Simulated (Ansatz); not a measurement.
# CH₇GaSi: up Jacob's ladder to CCSD(T)

One table from this session's results is given with a row withheld; the runs are named, their logs left out.

Program: Ansatz 0.2.0, Gaussian basis. Level of theory: functionals in def2-TZVPP, the program's frozen cores in correlated methods. These are calculated values, not measurements.

Plan: LDA (SPW92), PBE-D4, revPBE-D4, BLYP-D4, r2SCAN-D4, B97M-V, PBE0-D4, B3LYP-D4, r2SCANh-D4, r2SCAN0-D4, HSE06-D4, BHLYP-D4, CAM-B3LYP-D4, LC-ωPBE, ωB97X-V, ωB97M-V, B2PLYP, PBE-QIDH; CCSD(T)/def2-SVP; CCSD(T)/def2-TZVPP; MP2/def2-QZVPP; extrapolation to the limit; RPA on PBE.

### Structure used throughout

All runs share one geometry, relaxed beforehand with PBE0-D4 in a triple-zeta def2 set.

SMILES `[SiH3][CH2][GaH2]`, 10 atoms, charge 0, spin multiplicity 1.

Atoms are counted from 1 here; the program's logs count them from 0.

Bond lengths: Si1–C2 1.867 Å, Si1–H4 1.489 Å, Si1–H5 1.490 Å, Si1–H6 1.490 Å, C2–Ga3 1.967 Å, C2–H7 1.094 Å, C2–H8 1.094 Å, Ga3–H9 1.571 Å, Ga3–H10 1.571 Å. Angles: C2–Si1–H4 112.2°, C2–Si1–H5 110.5°, C2–Si1–H6 110.5°, H4–Si1–H5 108.0°, H4–Si1–H6 108.0°, H5–Si1–H6 107.6°, Si1–C2–Ga3 112.9°, Si1–C2–H7 108.2°, Si1–C2–H8 108.2°, Ga3–C2–H7 109.4°, Ga3–C2–H8 109.4°, H7–C2–H8 108.7°, C2–Ga3–H9 119.7°, C2–Ga3–H10 119.7°, H9–Ga3–H10 120.6°.

The first run:

in.yaml reads:

```yaml
crystal:
  periodic: [false, false, false]
  atoms:
    - {symbol: Si, position_ang: [-1.172787, 0.317652, -0.772950]}
    - {symbol: C, position_ang: [0.153511, -0.785695, -0.059260]}
    - {symbol: Ga, position_ang: [1.434767, 0.189937, 1.070740]}
    - {symbol: H, position_ang: [-2.134825, -0.435791, -1.623447]}
    - {symbol: H, position_ang: [-0.563755, 1.390465, -1.607898]}
    - {symbol: H, position_ang: [-1.943330, 0.978089, 0.317518]}
    - {symbol: H, position_ang: [0.687513, -1.257694, -0.889492]}
    - {symbol: H, position_ang: [-0.333636, -1.565627, 0.533633]}
    - {symbol: H, position_ang: [1.155328, 0.344524, 2.608557]}
    - {symbol: H, position_ang: [2.717213, 0.824139, 0.422609]}
basis:
  gaussian: {orbitals: def2-TZVPP}
hamiltonian: {xc: lda}
output: {orbitals: {seedname: orbitals}}
```

On the command line:

```bash
> ansatz run in.yaml --threads 2 --pin off --events-out ev --progress --plain --max-ram 4352MiB
```

Steps of the session up to this table: LDA; PBE-D4 (GGA); revPBE-D4 (GGA); BLYP-D4 (GGA); r2SCAN-D4 (meta-GGA); B97M-V (meta-GGA); B3LYP-D4 (hybrid); r2SCANh-D4 (hybrid); r2SCAN0-D4 (hybrid); HSE06-D4 (hybrid); BHLYP-D4 (hybrid); CAM-B3LYP-D4 (range-separated); LC-ωPBE (range-separated); ωB97X-V (range-separated); ωB97M-V (range-separated); B2PLYP (double hybrid); PBE-QIDH (double hybrid).

One table of the session follows, with a row left open; its other results are not shown here.

It belongs to the step «Frontier levels by functional». 

```
  functional  HOMO (eV)  LUMO (eV)  gap (eV)
 LDA (SPW92)      -6.95      -2.67      4.28
      PBE-D4      -6.84      -2.39      4.45
   revPBE-D4      -6.79      -2.26      4.54
     BLYP-D4          ?          ?         ?
   r2SCAN-D4      -7.10      -2.12      4.99
      B97M-V      -7.22      -2.38      4.84
     PBE0-D4      -8.02      -1.58      6.43
    B3LYP-D4      -7.80      -1.86      5.94
  r2SCANh-D4      -7.54      -1.84      5.70
  r2SCAN0-D4      -8.19      -1.43      6.76
    HSE06-D4      -7.62      -1.95      5.67
    BHLYP-D4      -9.09      -0.84      8.25
CAM-B3LYP-D4      -9.33      -0.70      8.62
     LC-ωPBE     -10.69       0.50     11.19
     ωB97X-V     -10.33       0.33     10.65
     ωB97M-V     -10.17       0.09     10.26
```

**Question.** Estimate the row for BLYP-D4.

Worked estimate for «HOMO (eV)». Against the share of exact exchange, B3LYP-D4 (0.2, -7.80), BHLYP-D4 (0.5, -9.09) give a slope of -4.30 per unit share; at 0 the line stands at -6.94.

The run gave: HOMO (eV): -6.70; LUMO (eV): -2.34; gap (eV): 4.36. In «HOMO (eV)» the line misses by -0.24.
